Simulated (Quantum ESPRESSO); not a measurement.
MgI2 under changes of volume

One of the cells (34.041 Å³/atom); the others are scaled copies at fixed shape and fractional positions:

```
CELL_PARAMETERS angstrom
4.14000 0.00000 0.00000
-2.07000 3.58535 0.00000
0.00000 0.00000 6.88000
ATOMIC_POSITIONS crystal
I 0.66667 0.33333 0.75000
I 0.33333 0.66667 0.25000
Mg 0.00000 0.00000 0.00000
```

| Property | Result |
| --- | --- |
| Program | Quantum ESPRESSO 7.5 |
| Functional | PBEsol |
| Potentials or basis | GBRV 1.5 PBEsol |
| Cutoff | 612 eV |
| Density cutoff | 4898 eV |
| k mesh | 8 × 8 × 4 |
| Occupations | fermi-dirac, width 0.05 eV |
| Spin | no spin polarisation |

```csv
volume (Å³/atom),energy over the lowest point (meV/atom),pressure (GPa),gap on the mesh (eV)
31.998,3.92,1.2,3.47
32.679,0.46,0.4,3.46
33.360,0.00,-0.2,3.45
34.041,?,?,?
34.722,6.83,-1.4,3.41
35.402,13.58,-1.8,3.36
36.083,22.25,-2.3,3.29
```

Q: What does the run at 34.041 Å³/atom give?

A: Energy over the lowest point 2.22 meV/atom; pressure -0.8 GPa; gap on the mesh 3.43 eV.

Worked out: A Birch-Murnaghan fit of order 3 (a polynomial in V^(-2/3)) to the other rows has its minimum at 33.13 Å³/atom with B0 = V·E''(V) = 32 GPa and B' = 4.4 at fixed shape and positions, which overstates the stiffness. It gives 2.22 meV/atom at 34.041 Å³/atom, against the run's 2.22, and -dE/dV = -0.8 GPa, against -0.8. A parabola through the other rows of the gap, of slope -1.44 eV per unit of ln V there, gives 3.44 eV, against the run's 3.43.

Energies are extrapolated to zero smearing.

Caveats: spin-orbit coupling is left out, which moves the levels of the heavy elements; this functional lacks dispersion, which binds the layers, so the pressure and a relaxed spacing across them are unreliable.

A mesh can miss the band edges.
